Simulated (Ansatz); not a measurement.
# LuW2ClO4: a short molecular-dynamics run

What does LuW2ClO4 do over 30 steps of 0.5 fs under a Nosé-Hoover thermostat at 2000 K? The cell is an element-swapped structure of 8 atoms, taken as it stands, without a relaxation.

Method: DFT PBE, plane waves, PAW, scalar-relativistic, no spin polarisation, in Ansatz 0.2.0.

## (1) The system as given

The cell holds 8 atoms (ClLuO4W2): a = 3.518 Å, b = 3.518 Å, c = 8.150 Å, α = 90.00°, β = 90.00°, γ = 90.00°.

Coordinates:

```cif
data_structure
_symmetry_space_group_name_H-M 'P 1'
_symmetry_Int_Tables_number 1
_cell_length_a 3.5184
_cell_length_b 3.5184
_cell_length_c 8.1501
_cell_angle_alpha 90.000
_cell_angle_beta 90.000
_cell_angle_gamma 90.000
_cell_volume 100.89
loop_
_atom_site_label
_atom_site_type_symbol
_atom_site_fract_x
_atom_site_fract_y
_atom_site_fract_z
_atom_site_occupancy
Cl1 Cl 0.00000 0.00000 0.50000 1
Lu1 Lu 0.00000 0.00000 0.00000 1
O1 O 0.50000 0.00000 0.84800 1
O2 O 0.00000 0.50000 0.84800 1
O3 O 0.50000 0.00000 0.15200 1
O4 O 0.00000 0.50000 0.15200 1
W1 W 0.50000 0.50000 0.71930 1
W2 W 0.50000 0.50000 0.28070 1
```

## (2) The run

input.yaml

```yaml
crystal:
  lattice:
    - [3.518449, 0.0, 0.0]
    - [0.0, 3.518449, 0.0]
    - [0.0, 0.0, 8.150079]
  atoms:
    - { symbol: Cl, position: [0.0, 0.0, 0.5] }
    - { symbol: Lu, position: [0.0, 0.0, 0.0] }
    - { symbol: O, position: [0.5, 0.0, 0.848] }
    - { symbol: O, position: [0.0, 0.5, 0.848] }
    - { symbol: O, position: [0.5, 0.0, 0.152] }
    - { symbol: O, position: [0.0, 0.5, 0.152] }
    - { symbol: W, position: [0.5, 0.5, 0.7193] }
    - { symbol: W, position: [0.5, 0.5, 0.2807] }
kpoints:
  mp_grid: { grid: [4, 4, 2] }
magnetization:
  spin_polarized: false
scf:
  occupations: { method: gaussian, width: 0.1 }
hamiltonian:
  pseudopotentials: { kind: paw }
  xc: pbe
basis:
  ecutwfc: 420
md:
  timestep: 0.5
  n_steps: 30
  ensemble: nvt_nose_hoover
  temperature: 2000.0
  initial_velocities: maxwell_boltzmann
  seed: 840922
```

Launch:

```sh
ansatz run input.yaml --threads 2 --pin off --max-ram 2560MiB --backend cpu --events-out ev --progress --plain --runs-dir out
```

What it wrote:

```text
Warning: md: disabling space-group detection — thermal motion breaks the input geometry's symmetry, so no spatial operation reduces the k-mesh or symmetrises the density; time reversal is kept, so that k and −k are solved as one point where they differ and the mesh holds both, and exact exchange and, on two spinor components, a DFT+U term hold to it where the run has them: on two components no moment then forms, and a state that bears one, which a typed moment (crystal.atoms[].spin; refused beside efield: under a hybrid functional) reaches, can lie lower, under hf by electronvolts; crystal.symmetry.detect: false (a key that needs symmetry detection or time reversal refuses this as the deck is read) with time_reversal: false beside it drops time reversal too
Warning: RAYON_NUM_THREADS=2 ignored (pool sized by the plan → 2); use --threads N
Engine: ansatz 0.2.0, x86_64-unknown-linux-gnu
Pseudopotentials: kind: paw
Pseudopotential: Cl, paw, valence charge 7, recommended cutoff 420 eV (normal), Cl.paw.azcp
Pseudopotential: Lu, paw, valence charge 25, recommended cutoff 420 eV (normal), Lu.paw.azcp
Pseudopotential: O, paw, valence charge 6, recommended cutoff 420 eV (normal), O.paw.azcp
Pseudopotential: W, paw, valence charge 14, recommended cutoff 420 eV (normal), W.paw.azcp
Functional definition: PBE
  parameter kappa = 0.804
  parameter beta = 0.06672455060314922
  exchange = pbe_x(kappa = kappa, mu = beta*pi^2/3)
  correlation = pbe_c(beta = beta)
Crystal: 8 atoms, lattice volume = 100.894 Å³
Basis set: ecut = 420 eV, 1943 PW (Γ), exchange–correlation on 48×48×120 points (8 copies of the dense FFT grid, shifted against one another)
Bands: 51, of which v1, the nominal top of the filled ones, is band 42 counted from 1 (41 counted from 0)
Symmetry: 1 space group operations
k-points: 20 of 32 (time reversal used)
Non-local potential: Cl, projectors of the file, l = 0: 2, l = 1: 2, l = 2: 2
Non-local potential: Lu, projectors of the file, l = 0: 3, l = 1: 2, l = 2: 2, l = 3: 3
Non-local potential: O, projectors of the file, l = 0: 2, l = 1: 2, l = 2: 1
Non-local potential: W, projectors of the file, l = 0: 3, l = 1: 2, l = 2: 2, l = 3: 1
PAW form: soft (Blöchl's): semilocal exchange-correlation on the pseudo side does not see the compensation charge
PAW one-centre angular grid: Cl, 110 points (default); XC on 64 Gauss nodes
PAW one-centre angular grid: Lu, 590 points (default); XC on 64 Gauss nodes
PAW one-centre angular grid: O, 110 points (default); XC on 64 Gauss nodes
PAW one-centre angular grid: W, 590 points (default); XC on 64 Gauss nodes
Initial density: superposition of atomic densities (neutral atoms: chi_scale 0, normalization atom), corrected by the library's trained network
Initial wavefunctions: pseudopotential atomic-orbital guess
Functional: x = pbe(κ = 0.804, μ = 0.2195149727645171), c = pbe(β = 0.06672455060314922)
SCF iter   1: F=—  HF=-38851.303434 eV  |F-HF|=—  |Δ(HF+E_count)|=         —  Δρ=1.13e-2  dr2=1.35e-1  ethr=1.77e-3  ⟨swp⟩=9.7  Hψ=5253  notcnv=0
preconditioner: auto → Kerker (q_TF=auto, 2.646 Å⁻¹)  [metal: Δε(μ)=0.059 eV  Ē_g=11.138 eV  σ=0.100 eV  W_gap=0.32  n_scr=38 (ndim 8)  ℏωp=30.0 eV  f_vac=0.003  D(μ)=9.82/eV (n_scr^D=126)]
SCF iter   2: F=—  HF=-38851.288355 eV  |F-HF|=—  |Δ(HF+E_count)|=   1.51e-2  Δρ=5.57e-3  dr2=4.28e-2  ethr=1.60e-4  ⟨swp⟩=1.4  Hψ=1205  notcnv=0
SCF iter   3: F=—  HF=-38851.283705 eV  |F-HF|=—  |Δ(HF+E_count)|=   4.65e-3  Δρ=1.29e-3  dr2=2.38e-3  ethr=5.09e-5  ⟨swp⟩=2.0  Hψ=1770  notcnv=0
SCF iter   4: F=—  HF=-38851.284415 eV  |F-HF|=—  |Δ(HF+E_count)|=   7.10e-4  Δρ=1.02e-3  dr2=1.30e-3  ethr=2.83e-6  ⟨swp⟩=3.0  Hψ=2345  notcnv=0
SCF iter   5: F=—  HF=-38851.283335 eV  |F-HF|=—  |Δ(HF+E_count)|=   1.08e-3  Δρ=4.44e-4  dr2=2.26e-4  ethr=1.55e-6  ⟨swp⟩=3.0  Hψ=2277  notcnv=0  defer=21
SCF iter   6: F=—  HF=-38851.283318 eV  |F-HF|=—  |Δ(HF+E_count)|=   1.62e-5  Δρ=1.70e-4  dr2=3.92e-5  ethr=2.69e-7  ⟨swp⟩=2.0  Hψ=1713  notcnv=0  defer=21
SCF iter   7: F=—  HF=-38851.283092 eV  |F-HF|=—  |Δ(HF+E_count)|=   2.26e-4  Δρ=5.60e-5  dr2=3.50e-6  ethr=4.67e-8  ⟨swp⟩=2.0  Hψ=1637  notcnv=0  defer=21
SCF iter   8: F=—  HF=-38851.283096 eV  |F-HF|=—  |Δ(HF+E_count)|=   3.46e-6  Δρ=1.55e-5  dr2=3.62e-7  ethr=4.17e-9  ⟨swp⟩=2.2  Hψ=1893  notcnv=0  defer=21
SCF iter   9: F=—  HF=-38851.283096 eV  |F-HF|=—  |Δ(HF+E_count)|=   2.17e-8  Δρ=4.79e-6  dr2=4.21e-8  ethr=4.31e-10  ⟨swp⟩=2.0  Hψ=1734  notcnv=0  defer=21
SCF iter  10: F=—  HF=-38851.283096 eV  |F-HF|=—  |Δ(HF+E_count)|=   1.66e-9  Δρ=1.82e-6  dr2=1.08e-8  ethr=9.52e-12  ⟨swp⟩=6.5  Hψ=5401  notcnv=0
SCF iter  11: F=-38851.283096 eV  HF=-38851.283096 eV  |F-HF|=5.56e-9  |Δ(HF+E_count)|=  3.71e-10  Δρ=1.58e-6  dr2=6.38e-9  ethr=9.52e-12  ⟨swp⟩=5.3  Hψ=4289  notcnv=0
SCF 1 converged in 11 iterations: F = -38851.283096 eV  dr2 = 6.38e-9
md step     0: t =     0.00 fs  T =  2000.0 K  F+E_penalty+E_count = -38851.28309573 eV  E_kin = 1.809640 eV  conserved = -38849.47345574 eV  (11 SCF iters)
[... 14 lines left out ...]
md step     1: t =     0.50 fs  T =  2009.4 K  F+E_penalty+E_count = -38851.29158998 eV  E_kin = 1.818135 eV  conserved = -38849.47345508 eV  (9 SCF iters)
[... 12 lines left out ...]
md step     2: t =     1.00 fs  T =  2016.4 K  F+E_penalty+E_count = -38851.29795719 eV  E_kin = 1.824504 eV  conserved = -38849.47345302 eV  (9 SCF iters)
[... 1 line left out ...]
md step     3: t =     1.50 fs  T =  2021.1 K  F+E_penalty+E_count = -38851.30220917 eV  E_kin = 1.828758 eV  conserved = -38849.47344980 eV  (10 SCF iters)
md step     4: t =     2.00 fs  T =  2023.5 K  F+E_penalty+E_count = -38851.30437673 eV  E_kin = 1.830927 eV  conserved = -38849.47344553 eV  (10 SCF iters)
md step     5: t =     2.50 fs  T =  2023.7 K  F+E_penalty+E_count = -38851.30450750 eV  E_kin = 1.831060 eV  conserved = -38849.47344060 eV  (3 SCF iters)
md step     6: t =     3.00 fs  T =  2021.6 K  F+E_penalty+E_count = -38851.30266447 eV  E_kin = 1.829218 eV  conserved = -38849.47343525 eV  (3 SCF iters)
md step     7: t =     3.50 fs  T =  2017.5 K  F+E_penalty+E_count = -38851.29892506 eV  E_kin = 1.825479 eV  conserved = -38849.47342934 eV  (2 SCF iters)
md step     8: t =     4.00 fs  T =  2011.4 K  F+E_penalty+E_count = -38851.29338075 eV  E_kin = 1.819935 eV  conserved = -38849.47342265 eV  (3 SCF iters)
md step     9: t =     4.50 fs  T =  2003.4 K  F+E_penalty+E_count = -38851.28613697 eV  E_kin = 1.812692 eV  conserved = -38849.47341523 eV  (3 SCF iters)
md step    10: t =     5.00 fs  T =  1993.6 K  F+E_penalty+E_count = -38851.27731348 eV  E_kin = 1.803871 eV  conserved = -38849.47340698 eV  (10 SCF iters)
md step    11: t =     5.50 fs  T =  1982.3 K  F+E_penalty+E_count = -38851.26704539 eV  E_kin = 1.793606 eV  conserved = -38849.47339747 eV  (3 SCF iters)
md step    12: t =     6.00 fs  T =  1969.5 K  F+E_penalty+E_count = -38851.25548533 eV  E_kin = 1.782051 eV  conserved = -38849.47338662 eV  (3 SCF iters)
md step    13: t =     6.50 fs  T =  1955.5 K  F+E_penalty+E_count = -38851.24280625 eV  E_kin = 1.769380 eV  conserved = -38849.47337414 eV  (3 SCF iters)
md step    14: t =     7.00 fs  T =  1940.5 K  F+E_penalty+E_count = -38851.22920495 eV  E_kin = 1.755791 eV  conserved = -38849.47335977 eV  (3 SCF iters)
md step    15: t =     7.50 fs  T =  1924.7 K  F+E_penalty+E_count = -38851.21490487 eV  E_kin = 1.741508 eV  conserved = -38849.47334377 eV  (2 SCF iters)
md step    16: t =     8.00 fs  T =  1908.4 K  F+E_penalty+E_count = -38851.20015719 eV  E_kin = 1.726781 eV  conserved = -38849.47332619 eV  (3 SCF iters)
md step    17: t =     8.50 fs  T =  1892.0 K  F+E_penalty+E_count = -38851.18523865 eV  E_kin = 1.711890 eV  conserved = -38849.47330721 eV  (3 SCF iters)
md step    18: t =     9.00 fs  T =  1875.7 K  F+E_penalty+E_count = -38851.17044584 eV  E_kin = 1.697129 eV  conserved = -38849.47328729 eV  (3 SCF iters)
md step    19: t =     9.50 fs  T =  1859.8 K  F+E_penalty+E_count = -38851.15608648 eV  E_kin = 1.682807 eV  conserved = -38849.47326736 eV  (3 SCF iters)
md step    20: t =    10.00 fs  T =  1844.8 K  F+E_penalty+E_count = -38851.14246971 eV  E_kin = 1.669233 eV  conserved = -38849.47324810 eV  (10 SCF iters)
md step    21: t =    10.50 fs  T =  1831.0 K  F+E_penalty+E_count = -38851.12989765 eV  E_kin = 1.656708 eV  conserved = -38849.47322961 eV  (4 SCF iters)
md step    22: t =    11.00 fs  T =  1818.6 K  F+E_penalty+E_count = -38851.11866056 eV  E_kin = 1.645525 eV  conserved = -38849.47321190 eV  (3 SCF iters)
md step    23: t =    11.50 fs  T =  1808.1 K  F+E_penalty+E_count = -38851.10903758 eV  E_kin = 1.635963 eV  conserved = -38849.47319421 eV  (4 SCF iters)
md step    24: t =    12.00 fs  T =  1799.6 K  F+E_penalty+E_count = -38851.10130416 eV  E_kin = 1.628300 eV  conserved = -38849.47317529 eV  (4 SCF iters)
md step    25: t =    12.50 fs  T =  1793.5 K  F+E_penalty+E_count = -38851.09574305 eV  E_kin = 1.622818 eV  conserved = -38849.47315481 eV  (4 SCF iters)
md step    26: t =    13.00 fs  T =  1790.2 K  F+E_penalty+E_count = -38851.09264725 eV  E_kin = 1.619810 eV  conserved = -38849.47313430 eV  (3 SCF iters)
md step    27: t =    13.50 fs  T =  1789.9 K  F+E_penalty+E_count = -38851.09229999 eV  E_kin = 1.619556 eV  conserved = -38849.47311706 eV  (3 SCF iters)
md step    28: t =    14.00 fs  T =  1792.9 K  F+E_penalty+E_count = -38851.09493281 eV  E_kin = 1.622283 eV  conserved = -38849.47310689 eV  (4 SCF iters)
md step    29: t =    14.50 fs  T =  1799.4 K  F+E_penalty+E_count = -38851.10068048 eV  E_kin = 1.628125 eV  conserved = -38849.47310613 eV  (4 SCF iters)
[... 12 lines left out ...]
md step    30: t =    15.00 fs  T =  1809.3 K  F+E_penalty+E_count = -38851.10955147 eV  E_kin = 1.637089 eV  conserved = -38849.47311451 eV  (9 SCF iters)
SCF converged after 9 iterations
Free energy (F): -38851.109551 eV
Harris-Foulkes:  -38851.109551 eV  (|F-HF|=3.30e-9)
Internal energy: -38851.072774 eV  (E = F + TS)
E sigma→0 (E₀):  -38851.091163 eV
Entropy (-TS):   -0.036777 eV (-4.597 meV/atom)
Fermi energy:    16.346662 eV
--- Per-component energies (eV) ---
  E_band       = -184.479743
  E_kinetic    = 2201.136834
  E_local      = -12013.664268  (includes V_loc(G=0)·N_el)
  E_nonlocal   = 805.788814
  E_hartree    = 5050.715922
  E_xc         = -1156.186775
  E_vxc        = -1237.431897  (∫ρ·V_xc dr)
  E_paw        = -25794.618786  (= ΣΔE_a)
  E_vpaw       = -41.745648  (= ΣTr[D̂ρ^β])
  E_aug_tail   = 0.010047  (compensation charges beyond the density's cutoff)
  E_ewald      = -7944.254562
  E_smearing   = -0.036777  (= −TS)
  E_closure    = 0.000000  (closes the sum)
  Σ components = -38851.109551   (vs F -38851.109551, Δ=0.00e0)
--- Forces (eV/Å), atoms counted from 1 ---
  atom   1  Cl     0.18350228     0.04633592     0.07607304
  atom   2  Lu    -1.98268831     0.08772855    -1.42117888
  atom   3  O      2.45789465    -3.68832565    -0.28015382
  atom   4  O     -2.03502599     2.33429090     0.15456913
  atom   5  O      1.74639164     3.96481055     0.06253460
  atom   6  O      1.36089902    -1.34483820    -0.67164095
  atom   7  W      0.30635982     1.96692953    -1.18040155
  atom   8  W     -2.03727142    -3.36698048     3.26037647
  max |Σ_I F_I| component: 1.78e-4 eV/Å
--- MD trajectory: 30 steps, t = 0.0 → 15.0 fs ---
  final state: T = 1809.3 K   F+E_penalty+E_count = -38851.10955147 eV   E_kin = 1.637089 eV
  conserved energy: peak-to-peak 3.496e-4 eV (4.370e-5 eV/atom) over 15.0 fs
```

Run time: 65 s. Hardware: 2 threads of Intel Xeon Platinum 8488C (Sapphire Rapids), shared host; peak memory 0.51 GiB.

## (3) What the atoms did

The trajectory, every 3 steps (energies from step 0); msd is the mean square displacement from the start, the centre of mass held:

```
time (fs)  T (K)  potential energy change (meV/atom)  conserved energy change (meV/atom)  msd O (Å²)  msd Cl (Å²)  msd Lu (Å²)  msd W (Å²)
      0.0   2000                                 0.0                                0.00       0.000        0.000        0.000       0.000
      1.5   2021                                -2.4                                0.00       0.001        0.000        0.000       0.000
      3.0   2022                                -2.4                                0.00       0.004        0.000        0.000       0.000
      4.5   2003                                -0.4                                0.01       0.008        0.001        0.000       0.000
      6.0   1970                                 3.5                                0.01       0.015        0.002        0.001       0.000
      7.5   1925                                 8.5                                0.01       0.022        0.003        0.001       0.000
      9.0   1876                                14.1                                0.02       0.031        0.004        0.002       0.001
     10.5   1831                                19.1                                0.03       0.041        0.005        0.002       0.001
     12.0   1800                                22.7                                0.04       0.052        0.007        0.003       0.001
     13.5   1790                                23.8                                0.04       0.063        0.008        0.003       0.001
     15.0   1809                                21.7                                0.04       0.074        0.010        0.004       0.002
```

time (fs), T (K) and a bar:
```
      0.0       2000 ###########################
      0.5       2009 ############################
      1.5       2021 ##############################
      2.0       2024 ##############################
      2.5       2024 ##############################
      3.5       2018 #############################
      4.0       2011 ############################
      4.5       2003 ###########################
      5.0       1994 ##########################
      6.0       1970 #######################
      6.5       1956 #####################
      7.0       1940 ###################
      8.0       1908 ###############
      8.5       1892 #############
      9.0       1876 ###########
     10.0       1845 #######
     10.5       1831 #####
     11.0       1819 ####
     11.5       1808 ##
     12.5       1794 
     13.0       1790 
     13.5       1790 
     14.5       1799 #
     15.0       1809 ##
```

## (4) Snapshots as a file

Positions (Å) and forces (eV/Å):

```xyz
8
Lattice="3.518 0.000 0.000 0.000 3.518 0.000 0.000 0.000 8.150" Properties=species:S:1:pos:R:3:forces:R:3 pbc="T T T" time_fs=2.0 T=2024 dE=-0.0213
Cl    0.011   -0.005    4.069    0.042    0.006    0.003
Lu    0.004   -0.002    0.008   -0.753   -0.149   -0.234
O     1.719    0.030    6.910    0.774   -0.582   -3.185
O     0.010    1.723    6.895   -0.395    0.803   -3.012
O     1.728   -0.031    1.239    0.512    0.534    3.196
O    -0.011    1.773    1.250   -0.001   -0.477    3.033
W     1.757    1.760    5.856    0.041    0.220    0.719
W     1.762    1.763    2.288   -0.219   -0.355   -0.520
8
Lattice="3.518 0.000 0.000 0.000 3.518 0.000 0.000 0.000 8.150" Properties=species:S:1:pos:R:3:forces:R:3 pbc="T T T" time_fs=4.0 T=2011 dE=-0.0103
Cl    0.021   -0.010    4.062    0.081    0.015    0.007
Lu    0.007   -0.003    0.017   -1.421   -0.225   -0.428
O     1.681    0.059    6.901    1.482   -1.166   -2.998
O     0.019    1.689    6.871   -0.820    1.486   -2.693
O     1.698   -0.061    1.247    1.008    1.075    2.989
O    -0.022    1.786    1.268    0.028   -0.897    2.690
W     1.755    1.760    5.850    0.098    0.453    0.614
W     1.764    1.767    2.288   -0.456   -0.741   -0.180
8
Lattice="3.518 0.000 0.000 0.000 3.518 0.000 0.000 0.000 8.150" Properties=species:S:1:pos:R:3:forces:R:3 pbc="T T T" time_fs=5.5 T=1982 dE=0.0161
Cl    0.029   -0.013    4.057    0.106    0.024    0.012
Lu    0.010   -0.005    0.023   -1.820   -0.237   -0.562
O     1.654    0.079    6.890    1.939   -1.616   -2.766
O     0.025    1.666    6.848   -1.153    1.903   -2.389
O     1.677   -0.082    1.257    1.334    1.498    2.727
O    -0.030    1.794    1.286    0.083   -1.153    2.344
W     1.754    1.760    5.845    0.157    0.647    0.462
W     1.766    1.770    2.288   -0.645   -1.066    0.174
8
Lattice="3.518 0.000 0.000 0.000 3.518 0.000 0.000 0.000 8.150" Properties=species:S:1:pos:R:3:forces:R:3 pbc="T T T" time_fs=7.5 T=1925 dE=0.0682
Cl    0.040   -0.018    4.051    0.132    0.037    0.019
Lu    0.013   -0.007    0.031   -2.181   -0.205   -0.742
O     1.623    0.102    6.869    2.415   -2.224   -2.348
O     0.029    1.639    6.814   -1.589    2.320   -1.916
O     1.652   -0.107    1.277    1.666    2.091    2.259
O    -0.041    1.803    1.315    0.221   -1.395    1.791
W     1.752    1.761    5.839    0.249    0.934    0.187
W     1.769    1.774    2.289   -0.914   -1.558    0.750
8
Lattice="3.518 0.000 0.000 0.000 3.518 0.000 0.000 0.000 8.150" Properties=species:S:1:pos:R:3:forces:R:3 pbc="T T T" time_fs=9.5 T=1860 dE=0.1270
Cl    0.051   -0.023    4.044    0.150    0.050    0.030
Lu    0.015   -0.008    0.039   -2.336   -0.137   -0.927
O     1.597    0.120    6.843    2.706   -2.803   -1.832
O     0.030    1.617    6.775   -1.958    2.567   -1.394
O     1.630   -0.127    1.302    1.857    2.704    1.699
O    -0.052    1.808    1.348    0.448   -1.518    1.172
W     1.750    1.762    5.833    0.340    1.243   -0.136
W     1.771    1.778    2.289   -1.208   -2.107    1.389
8
Lattice="3.518 0.000 0.000 0.000 3.518 0.000 0.000 0.000 8.150" Properties=species:S:1:pos:R:3:forces:R:3 pbc="T T T" time_fs=11.0 T=1819 dE=0.1644
Cl    0.059   -0.026    4.040    0.160    0.057    0.041
Lu    0.017   -0.010    0.045   -2.331   -0.074   -1.067
O     1.583    0.129    6.820    2.788   -3.176   -1.401
O     0.028    1.605    6.743   -2.146    2.636   -0.975
O     1.617   -0.137    1.324    1.908    3.148    1.243
O    -0.059    1.809    1.374    0.669   -1.536    0.676
W     1.749    1.763    5.828    0.392    1.472   -0.407
W     1.772    1.780    2.289   -1.440   -2.527    1.890
8
Lattice="3.518 0.000 0.000 0.000 3.518 0.000 0.000 0.000 8.150" Properties=species:S:1:pos:R:3:forces:R:3 pbc="T T T" time_fs=13.0 T=1790 dE=0.1904
Cl    0.071   -0.031    4.033    0.171    0.058    0.058
Lu    0.019   -0.012    0.053   -2.200    0.012   -1.249
O     1.569    0.134    6.787    2.715   -3.535   -0.814
O     0.021    1.594    6.699   -2.217    2.569   -0.398
O     1.604   -0.144    1.356    1.869    3.651    0.626
O    -0.066    1.808    1.411    1.010   -1.479   -0.009
W     1.747    1.764    5.822    0.402    1.750   -0.800
W     1.774    1.783    2.290   -1.751   -3.026    2.586
8
Lattice="3.518 0.000 0.000 0.000 3.518 0.000 0.000 0.000 8.150" Properties=species:S:1:pos:R:3:forces:R:3 pbc="T T T" time_fs=15.0 T=1809 dE=0.1735
Cl    0.082   -0.036    4.027    0.184    0.046    0.076
Lu    0.020   -0.014    0.060   -1.983    0.088   -1.421
O     1.561    0.130    6.751    2.458   -3.688   -0.280
O     0.008    1.590    6.653   -2.035    2.334    0.155
O     1.595   -0.143    1.389    1.746    3.965    0.063
O    -0.072    1.803    1.448    1.361   -1.345   -0.672
W     1.746    1.766    5.815    0.306    1.967   -1.180
W     1.775    1.784    2.292   -2.037   -3.367    3.260
```

## (5) What came out

| quantity | value |
| --- | --- |
| length | 30 steps of 0.5 fs |
| temperature, first and last step | 2000 and 1809 K |
| temperature, second half | mean 1834 K, from 1790 to 1925 K |
| potential energy, second half | +19 meV/atom from the start |
| largest change of the conserved energy | 0.04 meV/atom |
| mean square displacement, second half | O 0.047, Cl 0.006, Lu 0.003, W 0.001 Å² |

What this shows: Against a set 2000 K the second half averages 1834 K with a spread of 44 K (in equilibrium 8 atoms would scatter by about 617 K, over a far longer run). The conserved energy strays from its start by at most 0.04 meV/atom, under 0.1 % of the mean kinetic energy, so a step of 0.5 fs is short enough over this time. No atom gets farther than 0.31 Å from its start, with the drift of the whole removed, against a typical distance of 2.0 Å between sites at the start. Averages from a run of 15 fs with 8 atoms are rough.
